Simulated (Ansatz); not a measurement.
The same calculation of Tc₃Ge, space group Fm-3m as a Python script and as an input file (the Python package of Ansatz (0.2.0)).

The script, `deck_tc3ge.py`:
```python
"""Single point of Tc3Ge through the engine session."""

import ansatz as az
import numpy as np


def main() -> None:
    deck = {
        "crystal": {
            "lattice": [[0.0, 3.05695, 3.05695], [3.05695, 0.0, 3.05695], [3.05695, 3.05695, 0.0]],
            "atoms": [
                {"symbol": "Tc", "position": [0.25, 0.25, 0.25]},
                {"symbol": "Tc", "position": [0.75, 0.75, 0.75]},
                {"symbol": "Tc", "position": [0.5, 0.5, 0.5]},
                {"symbol": "Ge", "position": [0.0, 0.0, 0.0]},
            ],
        },
        "kpoints": {"mp_grid": {"grid": [7, 7, 7]}},
        "hamiltonian": {"xc": "pbesol"},
        "scf": {"occupations": {"method": "gaussian", "width": 0.3}},
        "output": {"stress": True, "eigenvalues": True},
        "accuracy": "high",
        "basis": {"ecutwfc": "58.8 Ry"},
    }

    result = az.Session.from_dict(deck).plan().execute()
    rep = result.report

    n_atoms = len(rep["lattice"]["sites"])
    print("F =", round(rep["free_energy_ev"], 4), "eV for", n_atoms, "atoms")
    print("E(sigma -> 0) =", round(rep["energy_sigma0_ev"], 4), "eV, TS =", round(rep["entropy_ts_ev"], 5), "eV")
    print("closed by", rep["closed_by"], "after", rep["n_iterations"], "iterations")

    print("band  energy (eV)  occupation (first spin channel), at k =", rep["kpoints_frac"][0])
    for band, (e, occ) in enumerate(zip(rep["eigenvalues_ev"][0], rep["occupations"][0]), start=1):
        print(f"{band:4d} {e:12.4f} {occ:9.4f}")

    # pressure is a third of the trace
    stress = np.array(rep["stress_gpa"])
    print(f"pressure {np.trace(stress) / 3:.3f} GPa")
    print("stress tensor, GPa, positive in compression")
    print(np.round(stress, 3) + 0.0)

    gap = None if "band_edges_ev" not in rep else rep["band_edges_ev"][1] - rep["band_edges_ev"][0]
    print("gap on the k mesh:", "withheld (metal, or smearing too wide to tell)" if gap is None else f"{gap:.3f} eV")
    print("lowest empty less highest filled band, by band count:", round(rep["gap_by_band_count_ev"], 3), "eV")

    print("energy terms (eV)")
    for term, value in rep["components"].items():
        if abs(value) > 1e-9:
            print(f"  {term:26s} {value:16.5f}")


if __name__ == "__main__":
    main()
```

```console
$ python deck_tc3ge.py
F = -20266.4751 eV for 4 atoms
E(sigma -> 0) = -20266.3802 eV, TS = 0.18976 eV
closed by deck_thresholds after 10 iterations
band  energy (eV)  occupation (first spin channel), at k = [0.0, 0.0, 0.0]
   1     -46.3217    2.0000
   2     -45.7095    2.0000
   3     -45.6920    2.0000
   4     -18.5202    2.0000
   5     -18.5202    2.0000
   6     -18.5202    2.0000
   7     -17.9577    2.0000
   8     -17.9577    2.0000
   9     -17.9577    2.0000
  10     -17.6229    2.0000
  11     -17.6229    2.0000
  12     -17.6229    2.0000
  13      -3.7766    2.0000
  14      -3.7766    2.0000
  15      -3.7766    2.0000
  16      -3.7623    2.0000
  17      -3.7623    2.0000
  18       9.6000    2.0000
  19      15.8319    2.0000
  20      15.8319    2.0000
  21      15.9824    2.0000
  22      15.9824    2.0000
  23      15.9824    2.0000
  24      18.0704    2.0000
  25      18.0704    2.0000
  26      18.0704    2.0000
  27      21.6553    0.0003
  28      21.6553    0.0003
  29      21.6553    0.0003
  30      21.8151    0.0000
  31      21.8255    0.0000
  32      21.8255    0.0000
  33      22.5831    0.0000
  34      22.5831    0.0000
  35      25.4505    0.0000
  36      25.4505    0.0000
pressure -5.464 GPa
stress tensor, GPa, positive in compression
[[-5.464  0.     0.   ]
 [ 0.    -5.464  0.   ]
 [ 0.     0.    -5.464]]
gap on the k mesh: withheld (metal, or smearing too wide to tell)
lowest empty less highest filled band, by band count: -1.18 eV
energy terms (eV)
  e_band                           -205.05819
  e_kinetic                        1987.25637
  e_local                         -5451.20689
  e_nonlocal                       1287.15100
  e_hartree                        1801.06946
  e_xc                             -789.86256
  e_vxc                            -948.59288
  e_paw                          -11639.91785
  e_vpaw                           -681.80477
  e_augmentation_tail                 0.00002
  e_ewald                         -7462.37334
  e_core_change                       1.59847
  e_smearing                         -0.18976
```

`input.yaml`:
```yaml
crystal:
  lattice:
    - [0.0, 3.05695, 3.05695]
    - [3.05695, 0.0, 3.05695]
    - [3.05695, 3.05695, 0.0]
  atoms:
    - { symbol: Tc, position: [0.25, 0.25, 0.25] }
    - { symbol: Tc, position: [0.75, 0.75, 0.75] }
    - { symbol: Tc, position: [0.5, 0.5, 0.5] }
    - { symbol: Ge, position: [0.0, 0.0, 0.0] }
kpoints:
  mp_grid: { grid: [7, 7, 7] }
hamiltonian:
  xc: pbesol
scf:
  occupations: { method: gaussian, width: 0.3 }
output:
  stress: true
  eigenvalues: true
accuracy: high
basis:
  ecutwfc: "58.8 Ry"
```

Launched from the shell:
```console
$ ansatz run input.yaml --threads 1 --pin off --max-ram 3072MiB --backend cpu --events-out ev --progress --plain --runs-dir out
Engine: ansatz 0.2.0, x86_64-unknown-linux-gnu
Pseudopotentials: kind: paw
Pseudopotential: Tc, paw, valence charge 15, recommended cutoff 500 eV (normal), Tc.paw.azcp
Pseudopotential: Ge, paw, valence charge 14, recommended cutoff 420 eV (normal), Ge.paw.azcp
Functional definition: PBEsol
  exchange = pbesol_x
  correlation = pbesol_c
Crystal: 4 atoms, lattice volume = 57.134 Å³
Basis set: ecut = 800.0147556320471 eV, 2891 PW (Γ)
Bands: 36, of which v1, the nominal top of the filled ones, is band 30 counted from 1 (29 counted from 0)
Symmetry: 48 space group operations
Space group: Fm-3m (ITA 225), of the structure as read, at distance tolerance 3.9e-5 Å
k-points: 20 of 343
Non-local potential: Tc, projectors of the file, l = 0: 3, l = 1: 3, l = 2: 2, l = 3: 2
Non-local potential: Ge, projectors of the file, l = 0: 2, l = 1: 2, l = 2: 3, l = 3: 1
PAW form: soft (Blöchl's): semilocal exchange-correlation on the pseudo side does not see the compensation charge
PAW frozen core: Tc, regenerated for the run's functional, and the local potential with it (the file was generated under x = pbe(κ = 0.804, μ = 0.2195149727645171), c = pbe(β = 0.06672455060314922))
PAW frozen core: Ge, regenerated for the run's functional, and the local potential with it (the file was generated under x = pbe(κ = 0.804, μ = 0.2195149727645171), c = pbe(β = 0.06672455060314922))
PAW one-centre angular grid: Tc, 590 points (default); XC on 64 Gauss nodes
PAW one-centre angular grid: Ge, 590 points (default); XC on 64 Gauss nodes
Initial density: superposition of atomic densities (chi_scale 0.1, normalization cell, long waves kept (reshape's long-wave potential 0.00 eV rms))
Initial wavefunctions: pseudopotential atomic-orbital guess
Functional: x = pbesol(κ = 0.804, μ = 0.12345679012345678), c = pbesol(β = 0.046)
SCF iter   1: F=—  HF=-20267.196766 eV  |F-HF|=—  |Δ(HF+E_count)|=         —  Δρ=5.91e-2  dr2=2.06e0  ethr=3.10e-3  ⟨swp⟩=4.9  Hψ=2308  notcnv=0
preconditioner: auto → Kerker (q_TF=auto, 2.743 Å⁻¹)  [metal: Δε(μ)=0.011 eV  Ē_g=10.697 eV  σ=0.300 eV  W_gap=0.02  n_scr=14 (ndim 8)  ℏωp=29.1 eV  f_vac=0.000  D(μ)=3.41/eV (n_scr^D=26)]
SCF iter   2: F=—  HF=-20266.736025 eV  |F-HF|=—  |Δ(HF+E_count)|=   4.61e-1  Δρ=3.37e-2  dr2=7.21e-1  ethr=3.10e-3  ⟨swp⟩=2.0  Hψ=926  notcnv=0
SCF iter   3: F=—  HF=-20266.513717 eV  |F-HF|=—  |Δ(HF+E_count)|=   2.22e-1  Δρ=8.85e-3  dr2=7.43e-2  ethr=1.22e-3  ⟨swp⟩=2.0  Hψ=993  notcnv=0
SCF iter   4: F=—  HF=-20266.476852 eV  |F-HF|=—  |Δ(HF+E_count)|=   3.69e-2  Δρ=3.01e-3  dr2=8.22e-3  ethr=1.26e-4  ⟨swp⟩=2.0  Hψ=1024  notcnv=0
SCF iter   5: F=—  HF=-20266.474939 eV  |F-HF|=—  |Δ(HF+E_count)|=   1.91e-3  Δρ=4.16e-4  dr2=1.24e-4  ethr=1.39e-5  ⟨swp⟩=2.0  Hψ=1037  notcnv=0
SCF iter   6: F=—  HF=-20266.474941 eV  |F-HF|=—  |Δ(HF+E_count)|=   1.98e-6  Δρ=1.03e-4  dr2=3.09e-6  ethr=2.11e-7  ⟨swp⟩=2.0  Hψ=1045  notcnv=0
SCF iter   7: F=—  HF=-20266.475083 eV  |F-HF|=—  |Δ(HF+E_count)|=   1.41e-4  Δρ=2.05e-5  dr2=1.94e-7  ethr=5.24e-9  ⟨swp⟩=2.0  Hψ=984  notcnv=0  defer=2
iter 8 met the thresholds in force, and the SCF goes on for the forces or the stress (scf.convergence.dr2_threshold)
SCF iter   8: F=-20266.475083 eV  HF=-20266.475083 eV  |F-HF|=2.56e-9  |Δ(HF+E_count)|=   6.64e-9  Δρ=2.89e-6  dr2=2.76e-9  ethr=1.69e-10  ⟨swp⟩=5.5  Hψ=2665  notcnv=0
SCF iter   9: F=—  HF=-20266.475083 eV  |F-HF|=—  |Δ(HF+E_count)|=  8.95e-10  Δρ=6.05e-7  dr2=1.85e-10  ethr=4.68e-12  ⟨swp⟩=2.0  Hψ=983  notcnv=0
SCF iter  10: F=-20266.475083 eV  HF=-20266.475083 eV  |F-HF|=3.64e-12  |Δ(HF+E_count)|=  4.00e-11  Δρ=9.73e-8  dr2=3.83e-12  ethr=1.00e-12  ⟨swp⟩=4.1  Hψ=2202  notcnv=0
SCF 1 converged in 10 iterations: F = -20266.475083 eV  dr2 = 3.83e-12
  greatest PAW one-centre occupation: 0.998 electrons in one spin orbital (limit 2), on the Ge atom at site 3 (counted from 0), in its partial waves of l = 2
SCF converged after 10 iterations
Free energy (F): -20266.475083 eV
Harris-Foulkes:  -20266.475083 eV  (|F-HF|=3.64e-12)
Internal energy: -20266.285323 eV  (E = F + TS)
E sigma→0 (E₀):  -20266.380203 eV
Entropy (-TS):   -0.189759 eV (-47.440 meV/atom)
Fermi energy:    20.883447 eV
--- Per-component energies (eV) ---
  E_band       = -205.058188
  E_kinetic    = 1987.256370
  E_local      = -5451.206887  (includes V_loc(G=0)·N_el)
  E_nonlocal   = 1287.150997
  E_hartree    = 1801.069455
  E_xc         = -789.862561
  E_vxc        = -948.592877  (∫ρ·V_xc dr)
  E_paw        = -11639.917848  (= ΣΔE_a)
  E_vpaw       = -681.804772  (= ΣTr[D̂ρ^β])
  E_aug_tail   = 0.000024  (compensation charges beyond the density's cutoff)
  E_ewald      = -7462.373344
  E_core_change = 1.598470  (= ΣΔE_core)
  E_smearing   = -0.189759  (= −TS)
  E_closure    = -0.000000  (closes the sum)
  Σ components = -20266.475083   (vs F -20266.475083, Δ=0.00e0)
--- Stress (GPa, compression-positive) ---
       -5.464037       0.000000      -0.000000
       -0.000000      -5.464037       0.000000
        0.000000       0.000000      -5.464037
  P = ⅓ Tr σ = -5.4640 GPa (-54.640 kbar)
--- Band table (eV; the first three rows and the last of 20) ---
  k-point 0: bands = ["-46.3217", "-45.7095", "-45.6920", "-18.5202", "-18.5202", "-18.5202", "-17.9577", "-17.9577", "-17.9577", "-17.6229", "-17.6229", "-17.6229", "-3.7766", "-3.7766", "-3.7766", "-3.7623", "-3.7623", "9.6000", "15.8319", "15.8319", "15.9824", "15.9824", "15.9824", "18.0704", "18.0704", "18.0704", "21.6553", "21.6553", "21.6553", "21.8151", "21.8255", "21.8255", "22.5831", "22.5831", "25.4505", "25.4505"]
  k-point 1: bands = ["-46.3166", "-45.7121", "-45.6948", "-18.5354", "-18.5354", "-18.5316", "-17.9387", "-17.9387", "-17.9093", "-17.6620", "-17.6266", "-17.6266", "-3.7782", "-3.7770", "-3.7770", "-3.7615", "-3.7615", "9.8351", "15.5594", "15.5594", "15.6831", "16.5463", "16.5463", "18.0233", "18.0233", "18.0359", "20.8375", "21.1714", "21.1714", "21.7574", "21.7574", "22.4844", "22.5941", "22.5941", "25.7141", "25.7141"]
  k-point 2: bands = ["-46.3049", "-45.7173", "-45.7020", "-18.5665", "-18.5665", "-18.5395", "-17.8983", "-17.8983", "-17.8224", "-17.7454", "-17.6353", "-17.6353", "-3.7818", "-3.7780", "-3.7780", "-3.7599", "-3.7599", "10.4208", "15.2456", "15.5306", "15.5306", "17.1710", "17.1710", "17.5171", "18.0948", "18.0948", "20.1301", "20.2926", "20.2926", "21.6700", "21.6700", "22.2687", "22.2687", "23.7128", "24.4163", "26.2548"]
  k-point 19: bands = ["-46.2851", "-45.7217", "-45.7185", "-18.6778", "-18.5789", "-18.5143", "-17.9814", "-17.7606", "-17.7311", "-17.7078", "-17.6827", "-17.6719", "-3.7840", "-3.7829", "-3.7801", "-3.7599", "-3.7581", "11.1207", "15.3062", "15.3631", "16.5236", "17.0333", "17.4488", "17.9088", "18.1215", "18.7317", "19.1293", "19.5898", "20.1702", "20.6997", "21.0083", "21.6887", "21.8980", "22.9374", "23.0707", "23.3358"]
```

Reading the output:
- These settings explore the input space; cutoff and mesh may be short of convergence.
- The energy terms are those on the plane-wave grid, with the one-centre PAW part apart; e_band, e_vxc and e_vpaw aren't summands of the total.
- The computed bands are complete only to about 2.1 eV above the Fermi level.
- The mesh is modest for a metal, so energies can be off by several to tens of meV an atom and pressures by half a GPa or more; differences at equal mesh fare better.
- A gap by band count of zero or less means overlapping bands, a metal, and at an odd count of electrons it is no gap at all.
- At these settings the cell as given stands under about -5 GPa, so it isn't at this functional's equilibrium volume.
- The structure comes from a database of computed cells and needn't be a stable or known phase.
- Levels are Kohn-Sham eigenvalues on this mesh, without spin-orbit coupling.
- Finished in 6.8 s on 1 thread of Intel(R) Xeon(R) Platinum 8488C (Sapphire Rapids), with other jobs on the host, peak memory 0.49 GiB.

(Lines on the test bed's own set-up are left out of the output.)
